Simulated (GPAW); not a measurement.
Write an ASE script for GPAW 26.7.0 that does the following.

- Task: band structure
- Functional: LDA
- Potentials or basis: the program's PAW data sets (release 1.2.1) made for this functional
- Cutoff: 600 eV
- Basis: pw
- k mesh: 6 × 6 × 6
- Occupations: fermi-dirac, width 0.05 eV
- Spin: no spin polarisation
- Maxiter: 150
- Band path: GXYSGZS1NPY1Z,XP
- Band points: 100

The system is IrPd3.

```
CELL_PARAMETERS angstrom
-1.96946 1.96946 3.89285
1.96946 -1.96946 3.89285
1.96946 1.96946 -3.89285
ATOMIC_POSITIONS crystal
Ir 0.00000 0.00000 0.00000
Pd 0.50000 0.50000 0.00000
Pd 0.25000 0.75000 0.50000
Pd 0.75000 0.25000 0.50000
```

The cell comes from a database or a generator and needn't be the stable form of this composition.

One way to write it, as run:

run.py

```python
from ase import Atoms
from ase.dft.bandgap import bandgap
from ase.io import write
from ase.units import GPa
from gpaw import GPAW, PW

atoms = Atoms(['Ir', 'Pd', 'Pd', 'Pd'],
              cell=[[-1.969463, 1.969463, 3.89285],
                    [1.969463, -1.969463, 3.89285],
                    [1.969463, 1.969463, -3.89285]],
              scaled_positions=[[0.0, 0.0, 0.0],
                                [0.5, 0.5, 0.0],
                                [0.25, 0.75, 0.5],
                                [0.75, 0.25, 0.5]],
              pbc=True)

calc = GPAW(mode=PW(600),
            xc='LDA',
            kpts={'size': (6, 6, 6), 'gamma': True},
            occupations={'name': 'fermi-dirac', 'width': 0.05},
            nbands=54,
            convergence={'density': 1e-05, 'energy': 1e-05},
            maxiter=150,
            txt='gpaw.txt')
atoms.calc = calc
energy = atoms.get_potential_energy()
forces = atoms.get_forces()
stress = atoms.get_stress()
calc.write('gs.gpw')
write('result.traj', atoms)
print(f'Energy: {energy:.6f} eV')
print('Forces (eV/A):')
print(forces.round(4))
print('Stress (GPa):', (stress / GPa).round(3))
print('Fermi level:', round(calc.get_fermi_level(), 4), 'eV')
print(f'Gap: {bandgap(calc)[0]:.4f} eV, direct: {bandgap(calc, direct=True)[0]:.4f} eV')

path = atoms.cell.bandpath('GXYSGZS1NPY1Z,XP', npoints=100, eps=1e-4)
bs_calc = calc.fixed_density(kpts=path, symmetry='off', nbands=74,
                             convergence={'bands': 'CBM+6.0', 'eigenstates': 1e-6}, txt='bands.txt')
bs = bs_calc.band_structure()
bs.write('bs.json')
print(f'Gap on the path: {bandgap(bs_calc)[0]:.4f} eV')
```

Potentials or basis: the program's PAW data sets (release 1.2.1) made for this functional, pw.

Command:

```bash
$ OMP_NUM_THREADS=1 python run.py
```

Results of the run:

The pressure is -16.7 GPa and the band gap along the path is none (metal or under the smearing width).

Caveat: the k mesh is coarse (spacing up to 0.38 Å⁻¹), so the values aren't converged; spin-orbit coupling is left out, which moves the levels of the heavy elements.

It took 4.7 min on 1 thread of Arm Neoverse V2, on a shared host, peak memory 0.58 GiB.
